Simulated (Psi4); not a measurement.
# CH5BO2 (SMILES COBO) at revPBE/cc-pVDZ

Aim: the energy change on altering one bond length of CH5BO2 at revPBE/cc-pVDZ, from 2 runs. 

The results are computed with Psi4 1.11.

1 further run of the same task is left out (it didn't finish). Runs told in other sessions of the task aren't counted.

### 1 The system as given

CH5BO2 has 9 atoms, charge 0, and is taken as a singlet. As SMILES, `COBO`. Geometry: relaxed at PBE0-D4/def2-TZVP. This is one conformer, not always the lowest.

Bond lengths: C1–O2 1.410 Å, O2–B3 1.356 Å, B3–O4 1.356 Å, C1–H5 1.094 Å, C1–H6 1.092 Å, C1–H7 1.092 Å, B3–H8 1.199 Å, O4–H9 0.962 Å. Some angles: C1–O2–B3 121.7°, O2–B3–O4 119.6°, O2–C1–H5 111.5°, O2–C1–H6 109.2°, O2–C1–H7 109.3°, O2–B3–H8 121.8°, O4–B3–H8 118.6°, B3–O4–H9 112.1°, H5–C1–H6 109.1°, H5–C1–H7 109.0°.

### 2 Energy and forces at revPBE/cc-pVDZ

Contents of calc.in:

```
memory 2200 MB

molecule {
  0 1
  C      0.281800     0.801900    -1.057400
  O     -0.113500     0.454800     0.251000
  B     -0.134900    -0.834100     0.671600
  O     -0.524600    -1.118500     1.938500
  H      0.568100    -0.079800    -1.637600
  H      1.131400     1.486400    -1.006200
  H     -0.544800     1.307500    -1.561700
  H      0.183900    -1.738400    -0.047600
  H     -0.758900    -0.326300     2.432200
  symmetry c1
}

set {
  puream               true
  e_convergence        1e-09
  d_convergence        1e-08
  scf_type             pk
  dft_radial_points    99
  dft_spherical_points 590
}

energy_value, wavefunction = gradient('revpbe/cc-pVDZ', return_wfn=True)
oeprop(wavefunction, 'MAYER_INDICES', 'LOWDIN_CHARGES', 'MULLIKEN_CHARGES')
```

Launch:

```
$ psi4 calc.in calc.out -n 1
```

calc.out:

```text
[...]
  Running in c1 symmetry.
[...]
  Nuclear repulsion =  115.438950461155656
[...]
  Multiplicity = 1
[...]
  Nalpha       = 16
  Nbeta        = 16
[...]
    Number of basis functions: 81
[...]
   @RKS iter   1:  -216.10559985529946   -2.77629e-01   1.06115e-02 DIIS/ADIIS
[...]
   @RKS iter  11:  -216.43386537692277   -1.38982e-11   7.49635e-09 DIIS
[...]
    Orbital Energies [Eh]
    ---------------------
    Doubly Occupied:
       1A    -18.787377     2A    -18.781434     3A     -9.955062
       4A     -6.543634     5A     -0.956353     6A     -0.923708
       7A     -0.631444     8A     -0.499272     9A     -0.461847
      10A     -0.414471    11A     -0.405441    12A     -0.328301
      13A     -0.312279    14A     -0.306503    15A     -0.266229
      16A     -0.246824
[...]
  @RKS Final Energy:  -216.43386537692277
   => Energetics <=
    Nuclear Repulsion Energy =            115.4389504611556561
    One-Electron Energy =                -523.5315535613626707
    Two-Electron Energy =                 220.1995221363411019
    DFT Exchange-Correlation Energy =     -28.5407844130568300
    Empirical Dispersion Energy =           0.0000000000000000
    VV10 Nonlocal Energy =                  0.0000000000000000
    Total Energy =                       -216.4338653769227676
[...]
 Multipole Moments:
 ------------------------------------------------------------------------------------
     Multipole            Electronic (a.u.)      Nuclear  (a.u.)        Total (a.u.)
 ------------------------------------------------------------------------------------
 L = 1.  Multiply by 2.5417464519 to convert [e a0] to [Debye]
 Dipole X            :         -1.1248711            1.1507181            0.0258471
 Dipole Y            :         -1.3783358            1.9946939            0.6163581
 Dipole Z            :          3.8218004           -4.0759431           -0.2541427
 Magnitude           :                                                    0.6671985
[...]
  -Total Gradient:
     Atom            X                  Y                   Z
    ------   -----------------  -----------------  -----------------
       1       -0.000461395384     0.001082471621     0.000922522694
       2        0.003974368514    -0.014386614484    -0.007961106538
       3       -0.002103713042     0.004900323411     0.004791408547
       4        0.001109866615     0.018495361371    -0.008464393933
       5       -0.003310553198     0.008540653315     0.007301593727
       6       -0.009209956440    -0.007826970522     0.000270826409
       7        0.008549889130    -0.005942146409     0.006134752270
       8       -0.001938152419     0.007930519788     0.003767261105
       9        0.003387640024    -0.012788059099    -0.006757704647
[...]
  Mulliken Charges: (a.u.)
   Center  Symbol    Alpha    Beta     Spin     Total
       1     C     2.93431  2.93431  0.00000  0.13137
       2     O     4.07499  4.07499  0.00000 -0.14998
       3     B     2.50813  2.50813  0.00000 -0.01626
       4     O     4.02662  4.02662  0.00000 -0.05324
       5     H     0.49029  0.49029  0.00000  0.01942
       6     H     0.48688  0.48688  0.00000  0.02624
       7     H     0.48683  0.48683  0.00000  0.02635
       8     H     0.55795  0.55795  0.00000 -0.11590
       9     H     0.43401  0.43401  0.00000  0.13199
   Total alpha = 16.00000, Total beta = 16.00000, Total charge =  0.00000
[...]
```

Wall time 31 s (1 thread of Intel Xeon Platinum 8259CL at 2.50GHz (Skylake/Cascade Lake), shared host); peak memory 1.4 GiB.

### 3 The distorted shape, same level

Contents of ch5bo2.json:

```json
{
 "schema_name": "qcschema_input",
 "schema_version": 1,
 "molecule": {
  "schema_name": "qcschema_molecule",
  "schema_version": 2,
  "symbols": ["C", "O", "B", "O", "H", "H", "H", "H", "H"],
  "geometry": [0.76683763, 1.37205077, -1.85524429, 0.0198289, 0.71612683, 0.61727337, -0.02061124, -1.71954117, 1.41209218, -0.75703751, -2.25697928, 3.8061862, 1.30786622, -0.29412075, -2.95166339, 2.37234895, 2.6655683, -1.75849031, -1.02952279, 2.47081691, -2.95118529, 0.58183345, -3.4284205, 0.05300115, -1.19980034, -0.75993824, 4.73914399],
  "molecular_charge": 0,
  "molecular_multiplicity": 1,
  "fix_symmetry": "c1"
 },
 "driver": "gradient",
 "model": {
  "method": "revpbe",
  "basis": "cc-pVDZ"
 },
 "keywords": {
  "puream": true,
  "e_convergence": 1e-09,
  "d_convergence": 1e-08,
  "scf_type": "pk",
  "dft_radial_points": 99,
  "dft_spherical_points": 590,
  "scf_properties": ["DIPOLE", "QUADRUPOLE", "WIBERG_LOWDIN_INDICES"]
 }
}
```

Launch:

```
$ psi4 --qcschema ch5bo2.json -n 1 --memory 2200MB
```

stdout (excerpt; [...] marks lines left out):

```text
[...]
  Running in c1 symmetry.
[...]
  Nuclear repulsion =  114.831905757648315
[...]
  Multiplicity = 1
[...]
  Nalpha       = 16
  Nbeta        = 16
[...]
    Number of basis functions: 81
[...]
   @RKS iter   1:  -216.09769502463257   -3.08827e-01   1.05704e-02 DIIS/ADIIS
[...]
   @RKS iter  12:  -216.42502915510900   -8.52651e-13   2.85544e-09 DIIS
[...]
    Orbital Energies [Eh]
    ---------------------
    Doubly Occupied:
       1A    -18.790699     2A    -18.783285     3A     -9.969805
       4A     -6.545947     5A     -0.958734     6A     -0.925607
       7A     -0.623558     8A     -0.500711     9A     -0.463189
      10A     -0.414454    11A     -0.393376    12A     -0.328049
      13A     -0.311095    14A     -0.308242    15A     -0.267747
      16A     -0.246716
[...]
  @RKS Final Energy:  -216.42502915510900
   => Energetics <=
    Nuclear Repulsion Energy =            114.8319057576483146
    One-Electron Energy =                -522.3134161303986502
    Two-Electron Energy =                 219.5453617587486974
    DFT Exchange-Correlation Energy =     -28.4888805411073562
    Empirical Dispersion Energy =           0.0000000000000000
    VV10 Nonlocal Energy =                  0.0000000000000000
    Total Energy =                       -216.4250291551090015
[...]
 Multipole Moments:
 ------------------------------------------------------------------------------------
     Multipole            Electronic (a.u.)      Nuclear  (a.u.)        Total (a.u.)
 ------------------------------------------------------------------------------------
[...]
  -Total Gradient:
     Atom            X                  Y                   Z
    ------   -----------------  -----------------  -----------------
       1        0.048234491501    -0.026776952073     0.025657277732
       2        0.003173661311    -0.017422166935    -0.003454262865
       3       -0.001629274270     0.006546616069     0.004606892392
       4        0.000803695364     0.018179051698    -0.007972175936
       5       -0.000878093087     0.007904388970     0.008398605703
       6       -0.006714840559    -0.009604644538     0.001036580876
       7       -0.044522987948     0.026186978456    -0.025156989220
       8       -0.001916941571     0.007811565532     0.003742599896
       9        0.003453718063    -0.012820125399    -0.006851595566
[...]
```

Wall time 32 s (1 thread of Intel Xeon Platinum 8259CL at 2.50GHz (Skylake/Cascade Lake), shared host); peak memory 1.4 GiB.

### 4 Outcome

Level: revPBE/cc-pVDZ.

| quantity | value |
| --- | --- |
| first shape: total energy | -216.43387 Eh |
| first shape: dipole moment | 1.70 D |
| first shape: HOMO energy | -6.72 eV |
| first shape: LUMO energy | 0.49 eV |
| first shape: HOMO–LUMO gap | 7.21 eV |
| first shape: largest force on an atom | 1.047 eV/Å |
| distorted shape: total energy | -216.42503 Eh |
| distorted shape: dipole moment | 1.55 D |
| distorted shape: HOMO energy | -6.71 eV |
| distorted shape: LUMO energy | 0.42 eV |
| distorted shape: HOMO–LUMO gap | 7.13 eV |
| distorted shape: largest force on an atom | 3.129 eV/Å |
| energy change with the C1–H7 bond stretched from 1.092 to 1.256 Å | 0.240 eV |

What this shows: With the C1–H7 bond stretched from 1.092 to 1.256 Å the energy rises by 0.24 eV (5.5 kcal/mol). The first shape isn't relaxed at this level, so the change isn't measured from a minimum. The largest force (first shape) is 1.05 eV/Å: the shape isn't a stationary point for this species at this level. Mulliken charges (first shape) run from -0.15 on O2 to +0.13 on H9.
